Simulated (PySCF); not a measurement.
# F4Ta (Ta(F)4): the cost of one run

Program: PySCF 2.14.0. Level of theory: PBE0, Ta def2-SVP with ECP60, F def2-SVP; scalar-relativistic core potentials, no spin–orbit coupling. These are calculated values, not measurements.

1 further run of the same task is left out (for a known fault of the program).

## Step 1: Starting geometry

5 atoms, charge 0, spin multiplicity 2.

Bond lengths: Ta1–F2 1.870 Å, Ta1–F3 1.870 Å, Ta1–F4 1.870 Å, Ta1–F5 1.870 Å. Angles: F2–Ta1–F3 96.9°, F2–Ta1–F4 139.6°, F2–Ta1–F5 96.9°, F3–Ta1–F4 96.9°, F3–Ta1–F5 139.6°, F4–Ta1–F5 96.9°.

As a file:

```
Ta    0.00000    0.00000    0.00000
F     1.75483    0.00000   -0.64641
F     0.00000    1.75483    0.64641
F    -1.75483    0.00000   -0.64641
F     0.00000   -1.75483    0.64641
```

Formal oxidation states: Ta +4. An earlier session relaxed this geometry at PBE0, Ta def2-SVP with ECP60, F def2-SVP (doublet, point group D2d).

Its energy there is -455.932516 Eh.

## Step 2: Atoms moved at random, σ = 0.15 Å

Input file run.py (the lines that set the calculation):

```python
mol = gto.M(atom='''
Ta     0.00874    -0.11619     0.09943
F      1.95961     0.07834    -0.46526
F      0.03721     1.82051     0.55037
F     -1.70723    -0.11784    -0.69932
F     -0.29834    -1.66482     0.51478''',
    basis={'Ta': 'def2-SVP', 'F': 'def2-SVP'},
    ecp={'Ta': 'def2-SVP'},
    charge=0, spin=1)
mf = dft.UKS(mol, xc='PBE0')
mf.grids.atom_grid = (50, 194)
mf = mf.density_fit()  # fitting sets: Ta def2-universal-JKFIT, F def2-universal-JKFIT
mf.conv_tol = 1e-08; mf.max_cycle = 55
mf.kernel(dm0)  # dm0: the density of the relaxed state
```

On the command line:

```
> OMP_NUM_THREADS=2 python run.py
```

**Question.** How long does this run take on 2 threads of Arm Neoverse V2, shared host?

About 3.2 s.
